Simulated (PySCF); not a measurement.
**IF⁻ at other levels of theory**

What do other methods print for IF⁻?

Computed with PySCF 2.14.0. Level: each script names its method and basis.

4 further runs of the same task are left out: 1 for a known fault of the program, 3 that didn't finish.

**1. Where the work starts**

IF⁻: 2 atoms, charge -1, spin multiplicity 2.

No contacts short enough for the rule that draws bonds.

**2. The base run**

input.py

```python
from pyscf import gto, scf
from pyscf.hessian import thermo

mol = gto.M(
    atom='I 0 0 0; F 0 0 2.329',
    basis='sbkjc',
    ecp={'I': 'sbkjc', 'F': 'sbkjc'},
    charge=-1,
    spin=1,
    symmetry=True,
    verbose=4,
)
mf = scf.UHF(mol)
mf.kernel()
hess = mf.Hessian().kernel()
print('wavenumber (cm^-1) =', thermo.harmonic_analysis(mol, hess)['freq_wavenumber'].round(1))
mf.dip_moment()
print('orbital energies (hartree):', [e[max(0, n-3):n+3].round(4) for e, n in zip(mf.mo_energy, mol.nelec)])
```

On the command line:

```sh
> OMP_NUM_THREADS=1 python input.py
```

**3. Tpss (UKS)**

Variant 1 changes functional: none (Hartree–Fock) → tpss; SCF type: UHF → UKS; step after the SCF: frequency → analyze.

input.py

```python
from pyscf import gto, dft

mol = gto.M(
    atom='I 0 0 0; F 0 0 2.329',
    basis='sbkjc',
    ecp={'I': 'sbkjc', 'F': 'sbkjc'},
    charge=-1,
    spin=1,
    symmetry=True,
    verbose=4,
)
mf = dft.UKS(mol, xc='tpss')
mf.kernel()
mf.mulliken_pop()
mf.dip_moment()
print('orbital energies (hartree):', [e[max(0, n-3):n+3].round(4) for e, n in zip(mf.mo_energy, mol.nelec)])
```

**4. MP2**

Variant 2 changes step after the SCF: frequency → mp2.

input.py

```python
from pyscf import gto, scf, mp

mol = gto.M(
    atom='I 0 0 0; F 0 0 2.329',
    basis='sbkjc',
    ecp={'I': 'sbkjc', 'F': 'sbkjc'},
    charge=-1,
    spin=1,
    symmetry=True,
    verbose=4,
)
mf = scf.UHF(mol)
mf.kernel()
mp.MP2(mf).kernel()
mf.dip_moment()
print('orbital energies (hartree):', [e[max(0, n-3):n+3].round(4) for e, n in zip(mf.mo_energy, mol.nelec)])
```

**5. Camb3lyp (UKS)**

Variant 3 changes functional: none (Hartree–Fock) → camb3lyp; SCF type: UHF → UKS; step after the SCF: frequency → analyze.

input.py

```python
from pyscf import gto, dft

mol = gto.M(
    atom='I 0 0 0; F 0 0 2.329',
    basis='sbkjc',
    ecp={'I': 'sbkjc', 'F': 'sbkjc'},
    charge=-1,
    spin=1,
    symmetry=True,
    verbose=4,
)
mf = dft.UKS(mol, xc='camb3lyp')
mf.kernel()
mf.mulliken_pop()
mf.dip_moment()
print('orbital energies (hartree):', [e[max(0, n-3):n+3].round(4) for e, n in zip(mf.mo_energy, mol.nelec)])
```

**6. Revtpss (UKS)**

Variant 4 changes functional: none (Hartree–Fock) → revtpss; SCF type: UHF → UKS; step after the SCF: frequency → analyze.

input.py

```python
from pyscf import gto, dft

mol = gto.M(
    atom='I 0 0 0; F 0 0 2.329',
    basis='sbkjc',
    ecp={'I': 'sbkjc', 'F': 'sbkjc'},
    charge=-1,
    spin=1,
    symmetry=True,
    verbose=4,
)
mf = dft.UKS(mol, xc='revtpss')
mf.kernel()
mf.mulliken_pop()
mf.dip_moment()
print('orbital energies (hartree):', [e[max(0, n-3):n+3].round(4) for e, n in zip(mf.mo_energy, mol.nelec)])
```

What does the calculation give? Wanted: for each run, E(SCF); from base; gap, α spin; after the SCF.

**Answer**, as computed:

| run | E(SCF) (hartree) | from base (eV) | cycles | gap, α spin (eV) | after the SCF |
| --- | --- | --- | --- | --- | --- |
| base | -35.084496 | 0 | 11 | 17.84 | highest mode 309 cm⁻¹ |
| tpss (UKS) | -35.645918 | not comparable | 9 | 9.96 | n/a |
| MP2 | -35.084496 | 0.0000 | 11 | 17.84 | MP2 correlation -3.162 eV |
| camb3lyp (UKS) | -35.606045 | not comparable | 10 | 13.98 | n/a |
| revtpss (UKS) | -35.596811 | not comparable | 9 | 10.07 | n/a |

Total energies of different functionals can't be compared with each other; differences within one functional can.
